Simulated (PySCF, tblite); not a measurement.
# C4H12AlN: geometry, infrared bands and NMR shifts

Wanted: the infrared bands and NMR shifts of C4H12AlN (`C/C=C\[CH2][AlH2-][NH3+]`), by calculation.

The runs use tblite 0.8.0 and PySCF 2.14.0, with density-fitted response routines of our own; the level of theory stands in each step. All values are computed, except where a source is named. Atoms count from 0, in the outputs and in this text.

## Step 1: The molecule as given

18 atoms, charge 0, multiplicity 1; geometry from: force field or distance geometry start.

Bonds of the start (Å): C0–C1 1.50, C1–C2 1.35, C2–C3 1.50, C3–Al4 2.00, Al4–N5 1.91, C0–H6 1.10, C0–H7 1.11, C0–H8 1.11, C1–H9 1.09, C2–H10 1.08, C3–H11 1.11, C3–H12 1.13, Al4–H13 1.59, Al4–H14 1.60, N5–H15 1.06, N5–H16 1.05, N5–H17 1.04.

## Step 2: Optimising the geometry with GFN2-xTB

Job settings and geometry (Å):

```
{"job": {"kind": "relax", "xc": "GFN2-xTB", "basis": "xTB"}, "charge": 0, "multiplicity": 1}
C      1.737000     0.250500    -1.430600
C      1.693900     0.663500     0.005900
C      1.031300    -0.015400     0.968200
C      0.199500    -1.238000     0.696700
Al    -1.609400    -0.801200    -0.025300
N     -1.961800     1.067800     0.170500
H      2.153200    -0.763900    -1.537600
H      2.374400     0.963700    -1.995300
H      0.711700     0.279100    -1.859200
H      2.263800     1.534700     0.314500
H      1.085100     0.342100     1.987400
H      0.730600    -1.949900     0.032800
H      0.020700    -1.767500     1.678500
H     -2.716200    -1.636200     0.747400
H     -1.653700    -1.168600    -1.581200
H     -1.780200     1.358500     1.172800
H     -1.334500     1.621400    -0.458200
H     -2.954200     1.265900    -0.065800
```

Launch:

```sh
$ OMP_NUM_THREADS=1 python probes_run.py task.json out
```

The driver reads the jobs from task.json and runs them one after another.

**Question.** This job is followed by: GFN2-xTB harmonic vibrations, gas phase; GIAO PBE0/pcSseg-1 NMR shielding, non-relativistic, gas phase. Predict these results of the whole session: strongest single infrared mode (GFN2-xTB); zero-point energy (GFN2-xTB); 13C shifts against TMS (PBE0/pcSseg-1); 1H shifts against TMS (PBE0/pcSseg-1, means over atoms taken as alike); 27Al shifts against AlH4- (PBE0/pcSseg-1); 15N shifts against NH3 (PBE0/pcSseg-1); surface potential, 1st and 99th percentile.

The runs gave:

```
                                                              quantity                                   value
                             strongest single infrared mode (GFN2-xTB)                    791 cm⁻¹, 643 km/mol
                                          zero-point energy (GFN2-xTB)                           89.9 kcal/mol
                                13C shifts against TMS (PBE0/pcSseg-1)            148.6, 121.3, 16.9, 13.8 ppm
1H shifts against TMS (PBE0/pcSseg-1, means over atoms taken as alike)  6.38, 5.49, 4.09, 2.32, 1.87, 1.61 ppm
                             27Al shifts against AlH4- (PBE0/pcSseg-1)                                58.9 ppm
                                15N shifts against NH3 (PBE0/pcSseg-1)                                25.0 ppm
                                 surface potential, 1st and 99th percentile                      -1.20 V and 2.33 V
```

Relaxing lowered the energy by 0.532 eV in 127 steps; the close pair that moved most is Al4–N5, from 1.912 to 2.062 Å. All 48 modes are real, so the xTB geometry is a minimum. The strongest single mode, at 791 cm⁻¹, moves mainly H14 and H13. GFN2-xTB is a fitted tight-binding method: band positions and strengths are rough. Its intensities can rank the bands wrongly. At PBE0/pcSseg-1: The widest tensor belongs to C2: span 239 ppm, with a paramagnetic part of -217 ppm.
